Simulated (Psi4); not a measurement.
# GeF2 (SMILES [F][Ge][F]): MP3/def2-TZVPP

Aim: the energy change on altering one bond length of GeF2 at MP3/def2-TZVPP, from 2 runs. 

Program for the calculation: Psi4 1.11.

### 1 The system as given

GeF2 has 3 atoms, charge 0, and is taken as a singlet. SMILES: `[F][Ge][F]`. The coordinates come from a PBE0-D4/def2-TZVP relaxation.

Bond lengths: F1–Ge2 1.745 Å, Ge2–F3 1.745 Å. Angles: F1–Ge2–F3 97.2°.

### 2 The energy at MP3/def2-TZVPP

File run.py:

```python
import numpy as np
from ase.calculators.psi4 import Psi4
from ase import Atoms

atoms = Atoms(['F', 'Ge', 'F'], positions=[
    [-0.675900, -1.101800, -0.497500],
    [0.637500, -0.295200, 0.320200],
    [0.027600, 1.332100, 0.164100],
])
calc = Psi4(atoms=atoms, method='mp3', basis='def2-TZVPP', memory='1600MB', num_threads=1, charge=0, multiplicity=1, label='psi4-calc')
calc.psi4.set_options({'puream': True, 'e_convergence': 1e-09, 'd_convergence': 1e-08, 'scf_type': 'pk', 'num_frozen_docc': 11, 'mp_type': 'conv'})
atoms.calc = calc

print(f'energy: {atoms.get_potential_energy():.6f} eV')
```

The run is started by

```sh
$ python run.py
```

psi4-calc.dat:

```text
[...]
  Running in c1 symmetry.
[...]
  Nuclear repulsion =  191.062717603408345
[...]
  Multiplicity = 1
[...]
  Nalpha       = 25
  Nbeta        = 25
[...]
    Number of basis functions: 110
[...]
   @RHF iter   1: -2273.47359231417249   -3.89602e+00   2.32729e-02 ADIIS/DIIS
[...]
   @RHF iter  11: -2274.41538073611036   -3.18323e-12   3.83621e-09 DIIS
[...]
    Orbital Energies [Eh]
    ---------------------
    Doubly Occupied:
       1A   -405.302785     2A    -52.205969     3A    -46.293738
       4A    -46.292345     5A    -46.291683     6A    -26.269432
       7A    -26.269414     8A     -7.251628     9A     -5.227370
      10A     -5.223052    11A     -5.220393    12A     -1.712707
      13A     -1.709221    14A     -1.701157    15A     -1.697260
      16A     -1.692504    17A     -1.556290    18A     -1.528674
      19A     -0.757916    20A     -0.666623    21A     -0.652845
      22A     -0.642896    23A     -0.620277    24A     -0.610753
      25A     -0.431961
[...]
  @RHF Final Energy: -2274.41538073611036
   => Energetics <=
    Nuclear Repulsion Energy =            191.0627176034083448
    One-Electron Energy =               -3555.2984160677774526
    Two-Electron Energy =                1089.8203177282587149
    Total Energy =                      -2274.4153807361108193
[...]
 Multipole Moments:
 ------------------------------------------------------------------------------------
     Multipole            Electronic (a.u.)      Nuclear  (a.u.)        Total (a.u.)
 ------------------------------------------------------------------------------------
 L = 1.  Multiply by 2.5417464519 to convert [e a0] to [Debye]
 Dipole X            :          2.7487237           -1.8621582            0.8865655
 Dipole Y            :         -1.1730218            0.7946099           -0.3784119
 Dipole Z            :          1.3917149           -0.9428429            0.4488721
 Magnitude           :                                                    1.0633344
[...]
	SCS-MP2 Total Energy (a.u.)        : -2275.11346584684497
	SOS-MP2 Total Energy (a.u.)        : -2275.09836564629677
[...]
	SOS-PI-MP2 Total Energy (a.u.)     : -2275.15090294708034
[...]
	MP2 Total Energy (a.u.)            : -2275.14366624794093
[...]
	SCS-MP3 Total Energy (a.u.)        : -2275.10909539566910
[...]
	MP3 Total Energy (a.u.)            : -2275.12618444323698
[...]
```

The script printed:

```text
energy: -61909.336859 eV
```

Run time: 20 s. Hardware: 1 thread of Intel Xeon Platinum 8259CL at 2.50GHz (Skylake/Cascade Lake), shared host; peak memory 1.1 GiB.

### 3 The distorted shape, same level

File f2ge.json:

```json
{
  "schema_name": "qcschema_input",
  "schema_version": 1,
  "molecule": {
    "schema_name": "qcschema_molecule",
    "schema_version": 2,
    "symbols": ["F", "Ge", "F"],
    "geometry": [-1.64956461, -2.31074199, -1.17192688, 1.2047004, -0.55784715, 0.60509031, 0.05215644, 2.51730417, 0.31010406],
    "molecular_charge": 0,
    "molecular_multiplicity": 1,
    "fix_symmetry": "c1",
    "fix_com": true,
    "fix_orientation": true
  },
  "driver": "energy",
  "model": {
    "method": "mp3",
    "basis": "def2-TZVPP"
  },
  "keywords": {
    "puream": true,
    "e_convergence": 1e-09,
    "d_convergence": 1e-08,
    "scf_type": "pk",
    "num_frozen_docc": 11,
    "mp_type": "conv"
  }
}
```

The run is started by

```sh
$ psi4 --qcschema f2ge.json -n 1 --memory 1600MB
```

stdout:

```text
[...]
  Running in c1 symmetry.
[...]
  Nuclear repulsion =  178.498649809731148
[...]
  Multiplicity = 1
[...]
  Nalpha       = 25
  Nbeta        = 25
[...]
    Number of basis functions: 110
[...]
   @RHF iter   1: -2273.46558733557731   -4.20794e+00   2.31207e-02 ADIIS/DIIS
[...]
   @RHF iter  12: -2274.38744410484787   -4.54747e-13   3.54295e-09 DIIS
[...]
    Orbital Energies [Eh]
    ---------------------
    Doubly Occupied:
       1A   -405.333870     2A    -52.236221     3A    -46.323621
       4A    -46.322710     5A    -46.321790     6A    -26.288882
       7A    -26.217186     8A     -7.279430     9A     -5.254239
      10A     -5.249896    11A     -5.247669    12A     -1.736049
      13A     -1.728065    14A     -1.727548    15A     -1.724257
      16A     -1.719733    17A     -1.560420    18A     -1.469971
      19A     -0.749742    20A     -0.657361    21A     -0.649063
      22A     -0.609587    23A     -0.564974    24A     -0.564904
      25A     -0.453420
[...]
  @RHF Final Energy: -2274.38744410484787
   => Energetics <=
    Nuclear Repulsion Energy =            178.4986498097311483
    One-Electron Energy =               -3529.7909714155266556
    Two-Electron Energy =                1076.9048775009478049
    Total Energy =                      -2274.3874441048478729
[...]
 Multipole Moments:
 ------------------------------------------------------------------------------------
     Multipole            Electronic (a.u.)      Nuclear  (a.u.)        Total (a.u.)
 ------------------------------------------------------------------------------------
 L = 1.  Multiply by 2.5417464519 to convert [e a0] to [Debye]
 Dipole X            :        -22.7398558           24.1737393            1.4338835
 Dipole Y            :         15.9617609          -15.9920492           -0.0302883
 Dipole Z            :        -10.8155210           11.6064845            0.7909635
 Magnitude           :                                                    1.6378531
[...]
	SCS-MP2 Total Energy (a.u.)        : -2275.09161947127586
	SOS-MP2 Total Energy (a.u.)        : -2275.07666469112064
[...]
	SOS-PI-MP2 Total Energy (a.u.)     : -2275.12968165929533
[...]
	MP2 Total Energy (a.u.)            : -2275.12152903158631
[...]
	SCS-MP3 Total Energy (a.u.)        : -2275.08640176870949
[...]
	MP3 Total Energy (a.u.)            : -2275.10065822132083
[...]
```

The result, in JSON:

```text
{
 "driver": "energy",
 "model": {
  "method": "mp3",
  "basis": "def2-TZVPP"
 },
 "success": true,
 "return_result": -2275.100658221321,
 "properties": {
  "calcinfo_nbasis": 110,
  "calcinfo_nmo": 110,
  "calcinfo_nalpha": 25,
  "calcinfo_nbeta": 25,
  "calcinfo_natom": 3,
  "nuclear_repulsion_energy": 178.49864980973115,
  "return_energy": -2275.100658221321,
  "scf_one_electron_energy": -3529.7909714155267,
  "scf_two_electron_energy": 1076.9048775009478,
  "scf_dipole_moment": [1.433883517429976, -0.030288326692037515, 0.7909635341190153],
  "scf_total_energy": -2274.387444104848,
  "scf_iterations": 12,
  "mp2_same_spin_correlation_energy": -0.20391524499025085,
  "mp2_opposite_spin_correlation_energy": -0.5301696817482302,
  "mp2_singles_energy": 0.0,
  "mp2_doubles_energy": -0.734084926738481,
  "mp2_correlation_energy": -0.7340849267384328,
  "mp2_total_energy": -2275.1215290315863
 }
}
```

Wall time 19 s (1 thread of Intel Xeon Platinum 8259CL at 2.50GHz (Skylake/Cascade Lake), shared host); peak memory 1.1 GiB.

### 4 Results

At MP3/def2-TZVPP, 11 core orbitals frozen:

| quantity | value |
| --- | --- |
| first shape: total energy | -2275.12618 Eh |
| first shape: HOMO energy (Hartree–Fock orbitals) | -11.75 eV |
| first shape: LUMO energy (Hartree–Fock orbitals) | 0.44 eV |
| first shape: HOMO–LUMO gap (Hartree–Fock orbitals) | 12.20 eV |
| first shape: correlation energy (11 core orbitals frozen) | -710.8 mEh |
| distorted shape: total energy | -2275.10066 Eh |
| distorted shape: HOMO energy (Hartree–Fock orbitals) | -12.34 eV |
| distorted shape: LUMO energy (Hartree–Fock orbitals) | -0.14 eV |
| distorted shape: HOMO–LUMO gap (Hartree–Fock orbitals) | 12.20 eV |
| distorted shape: correlation energy (11 core orbitals frozen) | -713.2 mEh |
| energy change with the F1–Ge2 bond stretched from 1.745 to 2.007 Å | 0.695 eV |

With the F1–Ge2 bond stretched from 1.745 to 2.007 Å the energy rises by 0.69 eV (67.0 kJ/mol). The first shape isn't relaxed at this level, so the change isn't measured from a minimum.
